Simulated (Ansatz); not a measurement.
The system is SrCd.

```xyz
2
Lattice="4.0030 0.0000 0.0000 0.0000 4.0030 0.0000 0.0000 0.0000 4.0030" Properties=species:S:1:pos:R:3 pbc="T T T"
Cd    0.0000    0.0000    0.0000
Sr    2.0015    2.0015    2.0015
```

- Program: Ansatz 0.2.0
- Task: relaxation of cell and atoms
- Functional: PBE
- Potentials or basis: all-electron LAPW, scalar-relativistic
- Basis error allowed: 0.001 eV/atom
- k mesh: 7 × 7 × 7
- Occupations: fermi-dirac, width 0.05 eV
- Spin: no spin polarisation

At the start: volume 32.07 Å³/atom.

Q: How do energy, volume and symmetry change on relaxing?

A: Over 4 steps the energy falls by 9.0 meV/atom and the volume is 33.92 Å³/atom (+5.8 %); space group Pm-3m (No. 221, to 0.05 Å).

Step by step:
```tsv
step	energy change (eV)	largest force (eV/Å)	volume (Å³)
1	0.0000	0.0000	64.14
2	-0.0163	0.0000	66.71
3	-0.0180	0.0000	67.84
4	-0.0180	0.0000	67.84
```

Final structure:
```xyz
2
Lattice="4.0784 0.0000 0.0000 0.0000 4.0784 0.0000 0.0000 0.0000 4.0784" Properties=species:S:1:pos:R:3 pbc="T T T"
Cd    0.0000    0.0000    0.0000
Sr    2.0392    2.0392    2.0392
```
